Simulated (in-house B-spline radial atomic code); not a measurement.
# Te⁻: ionisation energy by several methods

One table from this session's results is given with a row withheld; the runs are named, their logs left out.

Method: scalar-relativistic (X2C), several functionals, spin-polarised, exact exchange averaged over the configuration; spherical all-electron atom at the radial basis limit. Code: in-house B-spline radial atomic code version 1.

### What is computed

| Property | Result |
| --- | --- |
| element | tellurium (Z = 52) |
| charge | -1 |
| electrons | 53 |
| configuration | [Kr] 4d10 5s2 5p5 |
| nucleus | Fermi, rms radius 4.742 fm |

The outer shells:

[Kr] 4d10 5s2 5p5
```
[Kr] core
4d [↑↓][↑↓][↑↓][↑↓][↑↓]
5s [↑↓]
5p [↑↓][↑↓][↑ ]
```

Where spins are not typed, each open shell is filled with up spins first.

The anion's configuration is assumed.

Set-up of the first run:

Settings of the run:

```ini
Z = 52
electrons = 53.0
configuration = [Kr] 4d10 5s2 5p5
hamiltonian = x2c
method = lc_wpbe
spin_polarised = True
nucleus = fermi
rms_radius = 4.7423
mass_number = 130
atomic_mass = 129.906222745
speed_of_light = 137.035999084
exact_exchange = averaged over the configuration
```

Run with:

```sh
> python run_scf.py task.json out
```

task.json lists these runs, among others, and the program works through them in turn.

Steps of the session up to this table: LC-ωPBE; Hartree-Fock; BHandHLYP; M06-2X; ωB97X; HSE06.

One table of the session follows, with a row left open; its other results are not shown here.

```
      method  ΔSCF (eV)
   BHandHLYP      1.952
      M06-2X          ?
     LC-ωPBE      2.019
       ωB97X      2.058
       HSE06      2.091
Hartree-Fock      1.070
```

Estimate the missing values for M06-2X.

**Answer.** ΔSCF (eV): 1.874. In the column «ΔSCF (eV)» it lies between Hartree-Fock (1.070) and BHandHLYP (1.952).
